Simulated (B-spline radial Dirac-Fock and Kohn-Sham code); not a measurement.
**Inner shells of Ge³⁰⁺**

What does theory give for Ge³⁰⁺? The session works out its X-ray form factor and Compton profile, the binding energy of each subshell and its photoionisation cross sections.

Method: a free atom or ion on a radial basis; each step names its model; computed with B-spline radial Dirac-Fock and Kohn-Sham code, version 2.

## 1. What is computed

Germanium as Ge³⁰⁺, 1s2.

* nuclear charge: 32
* electrons: 2
* mass number: 74
* nuclear rms radius: 4.0742 fm

## 2. Scattering by the electron cloud

Model: Dirac-Fock average of configuration, finite nucleus; form factor of the spherical density, Waller-Hartree incoherent function, impulse-approximation Compton profiles.

Settings, as recorded:

```ini
task = scatter
Z = 32
charge = 30
configuration = 1s2
mass_number = 74
rms_radius = 4.0742  # fm
s = [0.0, 0.05, 0.1, 0.15, 0.2, 0.25, 0.3, 0.35, 0.4, 0.45, 0.5, 0.6, 0.7, 0.8, 0.9, 1.0, 1.1, 1.2, 1.4, 1.6, 1.8, 2.0, 2.5, 3.0, 3.5, 4.0, 5.0, 6.0]  # 1/A
pz = [0, 0.1, 0.14, 0.2, 0.27, 0.38, 0.54, 0.75, 1.0, 1.5, 2.1, 2.9, 4.0, 5.6, 7.9, 11.0, 15.0, 22.0, 30.0, 42.0, 59.0]  # a.u.
photon_energy = [1000, 8047.8, 17479.3, 20000, 30000, 50000, 100000, 500000]  # eV
```

The program writes no log. Results of the run, from its result record (rounded, main fields):

```text
{
  "status": "converged",
  "form_factor [e]": [2.0, 1.9999, 1.9996, 1.999, 1.9983, 1.9973, 1.9961, 1.9948, 1.9932, 1.9913, 1.9893, 1.9847, 1.9792, 1.9728, 1.9657, 1.9578, 1.9491, 1.9397, 1.9186, 1.8946, 1.8681, 1.839, 1.757, 1.6641, 1.5637, 1.4589, 1.247, 1.0461],
  "incoherent": [1.0121e-12, 0.00021443, 0.00085755, 0.0019288, 0.0034274, 0.0053521, 0.0077012, 0.010473, 0.013665, 0.017275, 0.0213, 0.030581, 0.04148, 0.05396, 0.067983, 0.083505, 0.10048, 0.11885, 0.15957, 0.20518, 0.25516, 0.30896, 0.45642, 0.61531, 0.77741, 0.93583, 1.2224, 1.4528],
  "compton_total [1/a.u.]": [0.05254, 0.052538, 0.052537, 0.052533, 0.052528, 0.052517, 0.052495, 0.052453, 0.052386, 0.052195, 0.051867, 0.051266, 0.050153, 0.047997, 0.044007, 0.037617, 0.029038, 0.016626, 0.0081357, 0.0027742, 0.00070409],
  "shells": ["1s1/2"],
  "occupation": [2.0],
  "mean_momentum [a.u.]": [27.83],
  "r2 [bohr^2]": 0.0058194,
  "r_inverse [1/bohr]": 65.154,
  "r1 [bohr]": 0.093143,
  "coherent [b]": [2.6606, 2.6371, 2.5517, 2.5195, 2.3606, 1.9558, 1.061, 0.073454],
  "incoherent_cross_section [b]": [0.00018457, 0.011424, 0.049904, 0.063819, 0.12939, 0.2798, 0.54574, 0.54466]
}
```

Form factor and incoherent function, every second point:

| s (1/Å) | f (e) | f / N | S(s) |
| --- | --- | --- | --- |
| 0 | 2.000 | 1.000 | 0 |
| 0.100 | 2.000 | 1.000 | 8.575e-04 |
| 0.200 | 1.998 | 0.999 | 0.003427 |
| 0.300 | 1.996 | 0.998 | 0.007701 |
| 0.400 | 1.993 | 0.997 | 0.01367 |
| 0.500 | 1.989 | 0.995 | 0.02130 |
| 0.700 | 1.979 | 0.990 | 0.04148 |
| 0.900 | 1.966 | 0.983 | 0.06798 |
| 1.10 | 1.949 | 0.975 | 0.1005 |
| 1.40 | 1.919 | 0.959 | 0.1596 |
| 1.80 | 1.868 | 0.934 | 0.2552 |
| 2.50 | 1.757 | 0.879 | 0.4564 |
| 3.50 | 1.564 | 0.782 | 0.7774 |
| 5.00 | 1.247 | 0.624 | 1.222 |

## 3. Core and valence levels

Model: Dirac-Fock average of configuration, Delta-SCF, finite nucleus, first-order Breit with its frequency dependence, self-energy and vacuum polarisation.

Settings, as recorded:

```ini
task = binding
```

The program writes no log. Results of the run, from its result record (rounded, main fields):

```text
{
  "status": "converged",
  "shells": ["K"],
  "total_energy_parts [Ha]": [-1018.0425, 0.430430879, 0.0, 0.0, 0.622808919, -0.0600678838],
  "koopmans [eV]": [13576.6],
  "dirac_coulomb [eV]": [13575.0],
  "gaunt [eV]": [-11.7126],
  "retardation [eV]": [0.0],
  "breit_frequency [eV]": [0.0],
  "self_energy [eV]": [-8.29258],
  "vacuum_polarisation [eV]": [0.79951],
  "binding [eV]": [13555.8],
  "mean_radius [bohr]": [0.0465717]
}
```

total_energy_parts: Dirac-Coulomb, Gaunt, retardation, frequency dependence, self-energy, vacuum polarisation. 

Each level as Koopmans' value plus corrections (eV):

| level | -ε | relaxation | Breit | QED | binding |
| --- | --- | --- | --- | --- | --- |
| K (1s) | 13576.6 | -1.58 | -11.71 | -7.49 | 13555.8 |

## 4. Subshell cross sections

Model: independent-particle photoionisation: Dirac-Hartree-Slater potential of the initial state with a Latter tail for bound and continuum orbitals, all multipoles in the length form, thresholds from Dirac-Fock Delta-SCF.

Settings, as recorded:

```ini
task = photo
photon_energy = [21.22, 60, 100, 322.0, 383.0, 1000, 2000, 2370.0, 2380.0, 3640.0, 8047.8, 17479.3, 22600.0, 40000, 68200.0, 126000.0]  # eV
```

The program writes no log. Results of the run, from its result record (rounded, main fields):

```text
{
  "status": "converged",
  "shells": ["K"],
  "occupation": [2.0],
  "threshold [eV]": [13555.8],
  "sigma [Mb]": [
    ["K", "-", "-", "-", "-", "-", "-", "-", "-", "-", "-", "-", 0.00644, 0.00321, 0.000642, 0.000134, 2.09e-05]
  ],
  "beta_dipole": [
    ["K", "-", "-", "-", "-", "-", "-", "-", "-", "-", "-", "-", 2.0, 2.0, 1.99, 1.99, 1.95]
  ]
}
```

Rows start with the subshell; columns follow the photon energies; blanks lie below or just at threshold.

Totals and shares by shell:

| hν (eV) | total (kb) | K (%) |
| --- | --- | --- |
| 17479 | 6.44 | 100.0 |
| 22600 | 3.21 | 100.0 |
| 40000 | 0.642 | 100.0 |
| 68200 | 0.134 | 100.0 |
| 126000 | 0.0209 | 100.0 |

## 5. Outcome

```
                             quantity                      value
     rms radius of the electron cloud                0.0539 bohr
              Compton profile at zero             0.05254 1/a.u.
         deepest level listed, K (1s)                 13555.8 eV
                  least bound, K (1s)                 13555.8 eV
ionisation energy, NIST (theoretical)                 13557.4 eV
                    total at 17479 eV                    6.44 kb
       strongest subshell at 17479 eV  K (1s), 6.44 kb, β = 2.00
```

In words: The cloud is so compact that f stays above half of 2 out to s = 6.00 1/Å. Incoherent scattering outweighs coherent from 500 keV on, among the energies asked. The K (1s) level lies 1.58 eV under Koopmans' value by relaxation alone; Breit gives -11.71 and QED -7.49 eV. NIST's ionisation energy differs by +1.64 eV from the least binding energy; correlation is missing from the calculation. At 17479 eV, K (1s) gives 100 % of the photoabsorption; at 126000 eV the K shell gives 100 %. The Hartree-Fock and Dirac-Fock values hold no electron correlation.
